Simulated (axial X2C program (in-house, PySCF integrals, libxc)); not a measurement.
**NInN⁺: bond lengths and stretches, held linear**

An exercise on one series of results from a longer session: the logs are not shown, and one member is left open.

The runs use an in-house X2C program for linear molecules on PySCF integrals; all-electron X2C, two-component (2c) or spin-free, N dyall-av3z, In dyall-v3z.

All values are calculated.

2 further runs of the same task are left out: 2 set aside as unsound or not needed.

Set-up of the first run:

The input, task.json:

```json
{
 "zs": [
  7,
  49,
  7
 ],
 "q": 1,
 "bas": [
  "dyall-av3z",
  "dyall-v3z",
  "dyall-av3z"
 ],
 "r0": [
  1.96,
  1.96
 ],
 "symm": 1,
 "scan": [
  "PBE0",
  "HF",
  "B3LYP"
 ],
 "levels": [
  "PBE0",
  "HF",
  "TPSSh"
 ],
 "nst": 2
}
```

Keys: zs atomic numbers; q charge; bas basis sets; r0 starting distance in Å; symm equal bonds; scan levels of the two-bond scan; levels methods; nst determinants followed.

Started as:

```
python solin.py task.json out
```

Masses N 14.003, In 114.904, N 14.003 u.

Steps of the session up to this table: Scan at PBE0, 2c; Scan at B3LYP, 2c; Scan at PBE0, spin-free.

One of the session's tables, all rows but one given; the rest of the session is left out.

| level | lower stretch (cm⁻¹) | upper stretch (cm⁻¹) |
| --- | --- | --- |
| PBE0, 2c | 492.3 | 579.4 |
| B3LYP, 2c | 464.8 | 552.4 |
| PBE0, spin-free | ? | ? |
| B3LYP, spin-free | 464.6 | 552.3 |

Q: Estimate the row for PBE0, spin-free from the others.

The run gave: lower stretch (cm⁻¹): 492.2; upper stretch (cm⁻¹): 579.4. In the column «lower stretch (cm⁻¹)» it lies between B3LYP, 2c (464.8) and PBE0, 2c (492.3).

Scans not shown above were run alike.

To keep in mind: The molecule was held linear; bending was not examined, so a bent shape may lie lower.
